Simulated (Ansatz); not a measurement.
# CdCAs2: the cell at several levels of theory

Aim: relax CdCAs2 as one 8-atom ordering (I-42d) on the zincblende lattice with PBE and r2SCAN and see how far the functionals disagree on the cell. This is a trial cell built on a prototype, not taken from a measured structure, and it needn't be the compound's ground state.

Code: Ansatz 0.2.0. PAW datasets, plane waves, zero pressure. The structure was generated, not taken from experiment, and needn't be the ground state; spin polarisation is off.

**1. Starting point**

This is the cell as the run starts from it, not yet at rest; its lengths are not the crystal's.

Space group I-42d (No. 122), tetragonal; a = 5.199 Å, c = 10.398 Å in the conventional setting, 17.57 Å³ an atom. Near Cd stand 4 As at 2.25 Å; near As stand 2 Cd at 2.25 Å and 2 C at 2.25 Å; near C stand 4 As at 2.25 Å.

The structure in full:

```cif
data_structure
_symmetry_space_group_name_H-M 'I-42d'
_symmetry_Int_Tables_number 122
_cell_length_a 5.1992
_cell_length_b 5.1992
_cell_length_c 10.3983
_cell_angle_alpha 90.000
_cell_angle_beta 90.000
_cell_angle_gamma 90.000
_cell_volume 281.08
loop_
_atom_site_label
_atom_site_type_symbol
_atom_site_symmetry_multiplicity
_atom_site_Wyckoff_symbol
_atom_site_fract_x
_atom_site_fract_y
_atom_site_fract_z
_atom_site_occupancy
Cd1 Cd 4 a 0.00000 0.00000 0.00000 1
As1 As 8 d 0.25000 0.25000 0.12500 1
C1 C 4 b 0.50000 0.50000 0.00000 1
```

**2. Relaxation with PBE**

Input file input.yaml:

```yaml
crystal:
  lattice:
    - [-2.5995773221, 2.5995773221, 5.1991546441]
    - [2.5995773221, -2.5995773221, 5.1991546441]
    - [2.5995773221, 2.5995773221, -5.1991546441]
  atoms:
    - { symbol: Cd, position: [0.0, 0.0, 0.0] }
    - { symbol: As, position: [0.375, 0.375, 0.5] }
    - { symbol: Cd, position: [0.75, 0.25, 0.5] }
    - { symbol: As, position: [0.125, 0.625, 0.0] }
    - { symbol: C, position: [0.5, 0.5, 0.0] }
    - { symbol: As, position: [0.875, 0.875, 0.5] }
    - { symbol: C, position: [0.25, 0.75, 0.5] }
    - { symbol: As, position: [0.625, 0.125, 0.0] }
kpoints:
  mp_grid: { grid: [6, 6, 6] }
hamiltonian:
  xc: pbe
scf:
  occupations: { method: fermi_dirac, width: 0.02 }
relax:
  f_tol: 0.005
  cell: {}
```

The run is started by

```
$ ansatz run input.yaml --threads 2 --pin off --max-ram 20275MiB --backend cpu --events-out ev --progress --plain --runs-dir out
```

Output:

```text
Engine: ansatz 0.2.0, x86_64-unknown-linux-gnu
Pseudopotentials: kind: paw
Pseudopotential: Cd, paw, valence charge 20, recommended cutoff 420 eV (normal), Cd.paw.azcp
Pseudopotential: As, paw, valence charge 15, recommended cutoff 420 eV (normal), As.paw.azcp
Pseudopotential: C, paw, valence charge 4, recommended cutoff 420 eV (normal), C.paw.azcp
Functional definition: PBE
  parameter kappa = 0.804
  parameter beta = 0.06672455060314922
  exchange = pbe_x(kappa = kappa, mu = beta*pi^2/3)
  correlation = pbe_c(beta = beta)
Crystal: 8 atoms, lattice volume = 140.539 Å³
Basis set: ecut = 420 eV, 2793 PW (Γ), exchange–correlation on 90×90×90 points (8 copies of the dense FFT grid, shifted against one another)
Bands: 65, of which v1, the nominal top of the filled ones, is band 54 counted from 1 (53 counted from 0)
Symmetry: 8 space group operations
Space group: I-42d (ITA 122), of the structure as read, at distance tolerance 5.2e-5 Å
k-points: 30 of 216 (time reversal used)
Non-local potential: Cd, projectors of the file, l = 0: 3, l = 1: 2, l = 2: 2, l = 3: 1
Non-local potential: As, projectors of the file, l = 0: 2, l = 1: 2, l = 2: 3, l = 3: 1
Non-local potential: C, projectors of the file, l = 0: 2, l = 1: 2, l = 2: 1
PAW form: soft (Blöchl's): semilocal exchange-correlation on the pseudo side does not see the compensation charge
PAW one-centre angular grid: Cd, 590 points (default); XC on 64 Gauss nodes
PAW one-centre angular grid: As, 590 points (default); XC on 64 Gauss nodes
PAW one-centre angular grid: C, 110 points (default); XC on 64 Gauss nodes
Initial density: superposition of atomic densities (neutral atoms: chi_scale 0, normalization atom), corrected by the library's trained network
Initial wavefunctions: pseudopotential atomic-orbital guess
Functional: x = pbe(κ = 0.804, μ = 0.2195149727645171), c = pbe(β = 0.06672455060314922)
SCF iter   1: F=—  HF=-36423.616283 eV  |F-HF|=—  |Δ(HF+E_count)|=         —  Δρ=2.78e-3  dr2=1.21e-2  ethr=1.77e-3  ⟨swp⟩=6.0  Hψ=6738  notcnv=0  defer=1
preconditioner: auto → Resta (q_TF=auto, 2.611 Å⁻¹)  ε∞=4.9  [insulator: Δε(μ)=0.056 eV  Ē_g=11.374 eV  σ=0.020 eV  W_gap=0.55  n_scr=36 (ndim 8)  ℏωp=22.6 eV  f_vac=0.030  D(μ)=0.30/eV (n_scr^D=0)  ε∞_Penn≈4.9]
SCF iter   2: F=—  HF=-36423.619040 eV  |F-HF|=—  |Δ(HF+E_count)|=   2.76e-3  Δρ=1.62e-3  dr2=3.41e-3  ethr=1.12e-5  ⟨swp⟩=2.0  Hψ=3249  notcnv=0  defer=111
preconditioner: auto → Kerker (q_TF=auto, 2.611 Å⁻¹)  [metal: Δε(μ)=0.049 eV  Ē_g=11.383 eV  σ=0.020 eV  W_gap=0.49  n_scr=36 (ndim 8)  ℏωp=22.6 eV  f_vac=0.031  D(μ)=0.33/eV (n_scr^D=0)]
SCF iter   3: F=—  HF=-36423.619247 eV  |F-HF|=—  |Δ(HF+E_count)|=   2.07e-4  Δρ=6.58e-4  dr2=7.69e-4  ethr=3.15e-6  ⟨swp⟩=2.3  Hψ=2402  notcnv=0  defer=111
SCF iter   4: F=—  HF=-36423.619380 eV  |F-HF|=—  |Δ(HF+E_count)|=   1.33e-4  Δρ=1.88e-4  dr2=6.43e-5  ethr=7.12e-7  ⟨swp⟩=2.0  Hψ=2617  notcnv=0  defer=111
SCF iter   5: F=—  HF=-36423.619437 eV  |F-HF|=—  |Δ(HF+E_count)|=   5.71e-5  Δρ=8.46e-5  dr2=1.48e-5  ethr=5.96e-8  ⟨swp⟩=2.0  Hψ=3219  notcnv=0  defer=111
SCF iter   6: F=—  HF=-36423.619443 eV  |F-HF|=—  |Δ(HF+E_count)|=   6.39e-6  Δρ=3.68e-5  dr2=2.72e-6  ethr=1.37e-8  ⟨swp⟩=2.0  Hψ=3221  notcnv=0  defer=111
SCF iter   7: F=—  HF=-36423.619445 eV  |F-HF|=—  |Δ(HF+E_count)|=   1.79e-6  Δρ=1.45e-5  dr2=3.79e-7  ethr=2.51e-9  ⟨swp⟩=2.0  Hψ=3221  notcnv=0  defer=111
SCF iter   8: F=-36423.619445 eV  HF=-36423.619445 eV  |F-HF|=4.44e-9  |Δ(HF+E_count)|=   3.22e-7  Δρ=6.39e-6  dr2=4.19e-8  ethr=9.26e-11  ⟨swp⟩=4.0  Hψ=6094  notcnv=0
SCF 1 converged in 8 iterations: F = -36423.619445 eV  dr2 = 4.19e-8
relax step   1: F+E_penalty+E_count = -36423.61944522 eV  Δ(F+E_penalty+E_count) = +0.000e0 eV  max|allowed force component| = 7.223e0 eV/Å  Δτ_max = 0.0000 Å  P = +23.203 GPa  Ω = 140.539 Å³  (8 SCF iters, dr2 threshold 1.00e-7 eV, accepted)
Crystal: 8 atoms, lattice volume = 148.518 Å³
Basis set: ecut = 420 eV, 2913 PW (Γ), exchange–correlation on 90×90×90 points (8 copies of the dense FFT grid, shifted against one another)
Initial density: handed on by an earlier stage of this run
Initial wavefunctions: those handed on with the density
iter 1 solved again at ethr=2.10e-4 eV; its pass at ethr=3.10e-3 eV (dr2=2.26e-1 eV) is discarded
SCF iter   1: F=—  HF=-36428.477708 eV  |F-HF|=—  |Δ(HF+E_count)|=         —  Δρ=1.43e-2  dr2=2.33e-1  ethr=2.10e-4  ⟨swp⟩=1.4  Hψ=8815  notcnv=0
preconditioner: auto → Resta (q_TF=auto, 2.587 Å⁻¹)  ε∞=5.0  [insulator: Δε(μ)=0.096 eV  Ē_g=11.030 eV  σ=0.020 eV  W_gap=0.82  n_scr=36 (ndim 8)  ℏωp=22.0 eV  f_vac=0.045  D(μ)=0.10/eV (n_scr^D=0)  ε∞_Penn≈5.0]
SCF iter   2: F=—  HF=-36428.440852 eV  |F-HF|=—  |Δ(HF+E_count)|=   3.69e-2  Δρ=7.29e-3  dr2=5.00e-2  ethr=2.10e-4  ⟨swp⟩=2.4  Hψ=2898  notcnv=0
SCF iter   3: F=—  HF=-36428.440438 eV  |F-HF|=—  |Δ(HF+E_count)|=   4.14e-4  Δρ=2.08e-3  dr2=5.30e-3  ethr=4.63e-5  ⟨swp⟩=3.1  Hψ=2997  notcnv=0  defer=20
SCF iter   4: F=—  HF=-36428.441485 eV  |F-HF|=—  |Δ(HF+E_count)|=   1.05e-3  Δρ=6.26e-4  dr2=7.46e-4  ethr=4.91e-6  ⟨swp⟩=2.0  Hψ=2873  notcnv=0  defer=20
SCF iter   5: F=—  HF=-36428.441685 eV  |F-HF|=—  |Δ(HF+E_count)|=   1.99e-4  Δρ=3.07e-4  dr2=2.25e-4  ethr=6.91e-7  ⟨swp⟩=2.0  Hψ=2652  notcnv=0  defer=20
SCF iter   6: F=—  HF=-36428.441695 eV  |F-HF|=—  |Δ(HF+E_count)|=   1.06e-5  Δρ=9.14e-5  dr2=1.39e-5  ethr=2.08e-7  ⟨swp⟩=2.2  Hψ=2757  notcnv=0  defer=20
SCF iter   7: F=—  HF=-36428.441708 eV  |F-HF|=—  |Δ(HF+E_count)|=   1.29e-5  Δρ=2.39e-5  dr2=8.85e-7  ethr=1.28e-8  ⟨swp⟩=2.0  Hψ=3301  notcnv=0  defer=20
SCF iter   8: F=-36428.441707 eV  HF=-36428.441707 eV  |F-HF|=1.44e-7  |Δ(HF+E_count)|=   1.62e-6  Δρ=1.04e-5  dr2=1.41e-7  ethr=7.41e-10  ⟨swp⟩=4.0  Hψ=6691  notcnv=0
SCF 2 converged in 8 iterations: F = -36428.441707 eV  dr2 = 1.41e-7
relax step   2: F+E_penalty+E_count = -36428.44170669 eV  Δ(F+E_penalty+E_count) = -4.822e0 eV  max|allowed force component| = 3.310e0 eV/Å  Δτ_max = 0.1970 Å  P = +6.941 GPa  Ω = 148.518 Å³  energy of the carried Pulay correction = -5.245e-3 eV  (8 SCF iters, dr2 threshold 8.00e-7 eV, accepted)
Crystal: 8 atoms, lattice volume = 148.531 Å³
iter 1 solved again at ethr=1.96e-4 eV; its pass at ethr=3.10e-3 eV (dr2=2.11e-1 eV) is discarded
SCF iter   1: F=—  HF=-36430.276623 eV  |F-HF|=—  |Δ(HF+E_count)|=         —  Δρ=1.43e-2  dr2=2.12e-1  ethr=1.96e-4  ⟨swp⟩=1.8  Hψ=10000  notcnv=0
preconditioner: auto → Resta (q_TF=auto, 2.587 Å⁻¹)  ε∞=5.1  [insulator: Δε(μ)=0.356 eV  Ē_g=10.904 eV  σ=0.020 eV  W_gap=1.00  n_scr=36 (ndim 8)  ℏωp=22.0 eV  f_vac=0.023  D(μ)=0.00/eV (n_scr^D=0)  ε∞_Penn≈5.1]
SCF iter   2: F=—  HF=-36430.246549 eV  |F-HF|=—  |Δ(HF+E_count)|=   3.01e-2  Δρ=7.09e-3  dr2=5.04e-2  ethr=1.96e-4  ⟨swp⟩=2.9  Hψ=2624  notcnv=0
SCF iter   3: F=—  HF=-36430.245858 eV  |F-HF|=—  |Δ(HF+E_count)|=   6.91e-4  Δρ=2.32e-3  dr2=6.48e-3  ethr=4.67e-5  ⟨swp⟩=3.0  Hψ=3335  notcnv=0
SCF iter   4: F=—  HF=-36430.246686 eV  |F-HF|=—  |Δ(HF+E_count)|=   8.28e-4  Δρ=6.35e-4  dr2=6.20e-4  ethr=6.00e-6  ⟨swp⟩=2.2  Hψ=3236  notcnv=0
SCF iter   5: F=—  HF=-36430.246846 eV  |F-HF|=—  |Δ(HF+E_count)|=   1.60e-4  Δρ=2.44e-4  dr2=1.08e-4  ethr=5.74e-7  ⟨swp⟩=2.0  Hψ=3339  notcnv=0
SCF iter   6: F=—  HF=-36430.246873 eV  |F-HF|=—  |Δ(HF+E_count)|=   2.70e-5  Δρ=7.11e-5  dr2=9.71e-6  ethr=9.98e-8  ⟨swp⟩=2.0  Hψ=3362  notcnv=0
SCF iter   7: F=—  HF=-36430.246877 eV  |F-HF|=—  |Δ(HF+E_count)|=   4.45e-6  Δρ=4.16e-5  dr2=2.77e-6  ethr=8.99e-9  ⟨swp⟩=2.0  Hψ=3495  notcnv=0
SCF iter   8: F=-36430.246879 eV  HF=-36430.246878 eV  |F-HF|=7.03e-8  |Δ(HF+E_count)|=   1.33e-6  Δρ=8.45e-6  dr2=1.30e-7  ethr=7.41e-10  ⟨swp⟩=5.0  Hψ=7048  notcnv=0
SCF 3 converged in 8 iterations: F = -36430.246879 eV  dr2 = 1.30e-7
relax step   3: F+E_penalty+E_count = -36430.24687856 eV  Δ(F+E_penalty+E_count) = -1.805e0 eV  max|allowed force component| = 6.677e-1 eV/Å  Δτ_max = 0.1858 Å  P = +3.336 GPa  Ω = 148.531 Å³  energy of the carried Pulay correction = -5.253e-3 eV  (8 SCF iters, dr2 threshold 8.00e-7 eV, accepted)
[... from here on, the SCF cycles and remarks between the steps are left out ...]
relax step   4: F+E_penalty+E_count = -36430.58025569 eV  Δ(F+E_penalty+E_count) = -3.334e-1 eV  max|allowed force component| = 2.758e-2 eV/Å  Δτ_max = 0.0565 Å  P = +0.332 GPa  Ω = 152.357 Å³  energy of the carried Pulay correction = -7.667e-3 eV  (7 SCF iters, dr2 threshold 8.00e-7 eV, accepted)
relax step   5: F+E_penalty+E_count = -36430.61557664 eV  Δ(F+E_penalty+E_count) = -3.532e-2 eV  max|allowed force component| = 6.553e-2 eV/Å  Δτ_max = 0.0131 Å  P = -0.009 GPa  Ω = 152.241 Å³  energy of the carried Pulay correction = -7.595e-3 eV  (6 SCF iters, dr2 threshold 8.00e-7 eV, accepted)
relax step   6: F+E_penalty+E_count = -36430.62006792 eV  Δ(F+E_penalty+E_count) = -4.491e-3 eV  max|allowed force component| = 1.848e-3 eV/Å  Δτ_max = 0.0021 Å  P = -0.262 GPa  Ω = 152.233 Å³  energy of the carried Pulay correction = -7.590e-3 eV  (6 SCF iters, dr2 threshold 5.73e-7 eV, accepted)
relax step   7: F+E_penalty+E_count = -36430.62081129 eV  Δ(F+E_penalty+E_count) = -7.434e-4 eV  max|allowed force component| = 2.059e-2 eV/Å  Δτ_max = 0.0018 Å  P = +0.072 GPa  Ω = 151.547 Å³  energy of the carried Pulay correction = -7.161e-3 eV  (6 SCF iters, dr2 threshold 1.73e-7 eV, accepted)
relax step   8: F+E_penalty+E_count = -36430.62084100 eV  Δ(F+E_penalty+E_count) = -2.972e-5 eV  max|allowed force component| = 1.066e-2 eV/Å  Δτ_max = 0.0024 Å  P = +0.016 GPa  Ω = 151.651 Å³  energy of the carried Pulay correction = -7.227e-3 eV  (6 SCF iters, dr2 threshold 2.65e-8 eV, accepted)
relax step   9: F+E_penalty+E_count = -36430.62083375 eV  Δ(F+E_penalty+E_count) = +7.257e-6 eV  max|allowed force component| = 7.739e-5 eV/Å  Δτ_max = 0.0007 Å  P = +0.001 GPa  Ω = 151.702 Å³  energy of the carried Pulay correction = -7.259e-3 eV  (6 SCF iters, dr2 threshold 7.11e-9 eV, accepted)
relax step  10: F+E_penalty+E_count = -36430.65730719 eV  Δ(F+E_penalty+E_count) = -3.647e-2 eV  max|allowed force component| = 5.554e-4 eV/Å  Δτ_max = 0.0000 Å  P = +0.313 GPa  Ω = 151.702 Å³  stress off target by 4.72e-1 GPa  SCF on the basis re-selected at this cell (its energy is not comparable with the rows above)  (7 SCF iters)
relax step  11: F+E_penalty+E_count = -36430.65964319 eV  Δ(F+E_penalty+E_count) = -2.336e-3 eV  max|allowed force component| = 2.522e-3 eV/Å  Δτ_max = 0.0020 Å  P = +0.054 GPa  Ω = 151.946 Å³  energy of the carried Pulay correction = -1.641e-4 eV  (6 SCF iters, dr2 threshold 5.58e-7 eV, accepted)
relax step  12: F+E_penalty+E_count = -36430.65966020 eV  Δ(F+E_penalty+E_count) = -1.702e-5 eV  max|allowed force component| = 6.071e-5 eV/Å  Δτ_max = 0.0006 Å  P = +0.001 GPa  Ω = 152.010 Å³  energy of the carried Pulay correction = -2.065e-4 eV  (6 SCF iters, dr2 threshold 1.48e-8 eV, accepted)
iter 1 solved again at ethr=5.45e-8 eV; its pass at ethr=3.10e-3 eV (dr2=5.88e-5 eV) is discarded
SCF iter   1: F=—  HF=-36430.659848 eV  |F-HF|=—  |Δ(HF+E_count)|=         —  Δρ=2.52e-5  dr2=1.09e-7  ethr=5.45e-8  ⟨swp⟩=3.0  Hψ=11525  notcnv=0
preconditioner: auto → Resta (q_TF=auto, 2.577 Å⁻¹)  ε∞=5.1  [insulator: Δε(μ)=0.057 eV  Ē_g=10.669 eV  σ=0.020 eV  W_gap=0.61  n_scr=58 (ndim 8)  ℏωp=21.7 eV  f_vac=0.008  D(μ)=0.15/eV (n_scr^D=0)  ε∞_Penn≈5.1]
SCF iter   2: F=—  HF=-36430.659917 eV  |F-HF|=—  |Δ(HF+E_count)|=   6.88e-5  Δρ=1.33e-5  dr2=3.04e-8  ethr=1.01e-10  ⟨swp⟩=2.0  Hψ=3529  notcnv=0
SCF iter   3: F=—  HF=-36430.659918 eV  |F-HF|=—  |Δ(HF+E_count)|=   4.60e-7  Δρ=9.10e-7  dr2=4.16e-10  ethr=2.82e-11  ⟨swp⟩=2.0  Hψ=2757  notcnv=0
iter 4 did not close the SCF: its close was put off for the readings that it lacked (scf_convergence_deferred on its scf_iter line)
SCF iter   4: F=-36430.659918 eV  HF=-36430.659918 eV  |F-HF|=5.09e-11  |Δ(HF+E_count)|=  4.66e-10  Δρ=2.65e-7  dr2=6.09e-11  ethr=1.00e-12  ⟨swp⟩=2.1  Hψ=3152  notcnv=0
iter 5 did not close the SCF: its close was put off for the readings that it lacked (scf_convergence_deferred on its scf_iter line)
SCF iter   5: F=-36430.659918 eV  HF=-36430.659918 eV  |F-HF|=7.28e-12  |Δ(HF+E_count)|=  7.28e-11  Δρ=7.21e-8  dr2=7.45e-12  ethr=1.00e-12  ⟨swp⟩=1.0  Hψ=1950  notcnv=0
iter 6 did not close the SCF: its close was put off for the readings that it lacked (scf_convergence_deferred on its scf_iter line)
SCF iter   6: F=-36430.659918 eV  HF=-36430.659918 eV  |F-HF|=7.28e-12  |Δ(HF+E_count)|=  7.28e-12  Δρ=2.04e-8  dr2=7.59e-13  ethr=1.00e-12  ⟨swp⟩=1.0  Hψ=1950  notcnv=0
iter 7 did not close the SCF: its close was put off for the readings that it lacked (scf_convergence_deferred on its scf_iter line)
SCF iter   7: F=-36430.659918 eV  HF=-36430.659918 eV  |F-HF|=1.46e-11  |Δ(HF+E_count)|=    0.00e0  Δρ=8.88e-9  dr2=1.56e-13  ethr=1.00e-12  ⟨swp⟩=1.0  Hψ=1950  notcnv=0
SCF iter   8: F=-36430.659918 eV  HF=-36430.659918 eV  |F-HF|=1.46e-11  |Δ(HF+E_count)|=  1.46e-11  Δρ=2.69e-9  dr2=1.30e-14  ethr=1.00e-12  ⟨swp⟩=1.8  Hψ=4063  notcnv=0
SCF 13 converged in 8 iterations: F = -36430.659918 eV  dr2 = 1.30e-14
relax step  13: F+E_penalty+E_count = -36430.65991772 eV  Δ(F+E_penalty+E_count) = -2.575e-4 eV  max|allowed force component| = 1.119e-4 eV/Å  Δτ_max = 0.0000 Å  P = +0.001 GPa  Ω = 152.010 Å³  stress off target by 6.97e-3 GPa  SCF on the basis re-selected at this cell (its energy is not comparable with the rows above)  (8 SCF iters)
basis re-selected at this cell: Δ(F+E_penalty+E_count) = -2.575e-4 eV, ΔP = +0.000 GPa vs the last step (what re-selecting the basis moved, of the pressure what is left beyond the Pulay correction that the steps carried, after the strain that the cell walked since its last selection, with what the two solves' SCF thresholds leave and, on support functions, any second-order correction that the steps lacked; it is no measure of the basis error at this ecutwfc). This SCF's stress stands 6.97e-3 GPa from its target on what of the cell is left free (relax.cell.stress_tol is 5.00e-2 GPa) and its largest allowed force component is 1.12e-4 eV/Å (relax.f_tol is 5.00e-3 eV/Å): within both
SCF converged after 8 iterations
Free energy (F): -36430.659918 eV
Harris-Foulkes:  -36430.659918 eV  (|F-HF|=1.46e-11)
Internal energy: -36430.659719 eV  (E = F + TS)
E sigma→0 (E₀):  -36430.659818 eV
Entropy (-TS):   -0.000199 eV (-0.025 meV/atom)
Fermi energy:    10.872943 eV
--- Per-component energies (eV) ---
  E_band       = -1822.882142
  E_kinetic    = 1589.410401
  E_local      = -13737.846776  (includes V_loc(G=0)·N_el)
  E_nonlocal   = -2561.038432
  E_hartree    = 6963.399850
  E_xc         = -763.899335
  E_vxc        = -876.207235  (∫ρ·V_xc dr)
  E_paw        = -15704.418367  (= ΣΔE_a)
  E_vpaw       = -163.999872  (= ΣTr[D̂ρ^β])
  E_aug_tail   = 0.000068  (compensation charges beyond the density's cutoff)
  E_ewald      = -12216.267128
  E_smearing   = -0.000199  (= −TS)
  E_closure    = 0.000000  (closes the sum)
  Σ components = -36430.659918   (vs F -36430.659918, Δ=0.00e0)
--- Forces (eV/Å), atoms counted from 1 ---
  atom   1  Cd    -0.00000000     0.00000000    -0.00000000
  atom   2  As     0.00011191     0.00000000     0.00000000
  atom   3  Cd    -0.00000000    -0.00000000    -0.00000000
  atom   4  As     0.00000000     0.00011191     0.00000000
  atom   5  C     -0.00000000     0.00000000     0.00000000
  atom   6  As    -0.00011191    -0.00000000     0.00000000
  atom   7  C     -0.00000000    -0.00000000     0.00000000
  atom   8  As    -0.00000000    -0.00011191     0.00000000
  max |Σ_I F_I| component: 8.80e-17 eV/Å
--- Stress (GPa, compression-positive) ---
        0.005640      -0.000000       0.000000
       -0.000000       0.005640      -0.000000
        0.000000      -0.000000      -0.006969
  P = ⅓ Tr σ = 0.0014 GPa (0.014 kbar)
--- Relaxed structure (11 steps of the walk, 11 accepted, 2 SCFs on fresh bases) ---
  F+E_penalty+E_count = -36430.65991772 eV   max|allowed force component| = 1.119e-4 eV/Å   (the final SCF, on the basis selected at the relaxed cell)
  cell:  # Å, volume = 152.0096 Å³
    - [-2.8912562295801534, 2.8912562295801534, 4.546087187263614]
    - [2.8912562295801534, -2.8912562295801534, 4.546087187263614]
    - [2.8912562295801534, 2.8912562295801534, -4.546087187263614]
  atoms:
    - { symbol: Cd, position: [-4.1706863776210886e-20, 2.606678986015461e-21, -3.910018479019533e-20] }
    - { symbol: As, position: [0.375, 0.462159640690667, 0.587159640690667] }
    - { symbol: Cd, position: [0.75, 0.25, 0.5] }
    - { symbol: As, position: [0.21215964069066687, 0.6249999999999999, 0.08715964069066698] }
    - { symbol: C, position: [0.5, 0.5, 2.9550025925663437e-19] }
    - { symbol: As, position: [0.8749999999999999, 0.7878403593093329, 0.41284035930933305] }
    - { symbol: C, position: [0.25, 0.75, 0.5] }
    - { symbol: As, position: [0.5378403593093329, 0.12499999999999989, -0.08715964069066698] }
```

Wall time 1.7 min (2 threads of AMD EPYC 7R13 (Zen 3), shared host); peak memory 0.79 GiB.

Step by step:

| step | energy change (meV/atom) | largest force (eV/Å) | pressure (GPa) | volume (Å³/atom) |
| --- | --- | --- | --- | --- |
| 1 | 0.0 | 7.2231 | 23.20 | 17.567 |
| 2 | -602.8 | 3.3098 | 6.94 | 18.565 |
| 3 | -828.4 | 0.6677 | 3.34 | 18.566 |
| 4 | -870.1 | 0.0276 | 0.33 | 19.045 |
| 5 | -874.5 | 0.0655 | -0.01 | 19.030 |
| 6 | -875.1 | 0.0018 | -0.26 | 19.029 |
| 7 | -875.2 | 0.0206 | 0.07 | 18.943 |
| 8 | -875.2 | 0.0107 | 0.02 | 18.956 |
| 9 | -875.2 | 0.0001 | 0.00 | 18.963 |
| 10 | -879.7 | 0.0006 | 0.31 | 18.963 |
| 11 | -880.0 | 0.0025 | 0.05 | 18.993 |
| 12 | -880.0 | 0.0001 | 0.00 | 19.001 |
| 13 | -880.1 | 0.0001 | 0.00 | 19.001 |

Step 10 solves the same cell on a plane-wave basis chosen anew, so the energy can jump there without a move.

The table lists every geometry solved, with passes on a fresh basis, whose energies don't compare exactly with the rows above.

|  | before | after | change |
| --- | --- | --- | --- |
| a (Å) | 5.199 | 5.783 | +11.22 % |
| c (Å) | 10.398 | 9.092 | -12.56 % |
| volume (Å³/atom) | 17.567 | 19.001 | +8.16 % |
| shortest distance (Å) | 2.251 | 2.066 | -8.23 % |
| space group | I-42d | I-42d | same |

(Part 1 of 2 ends here.)
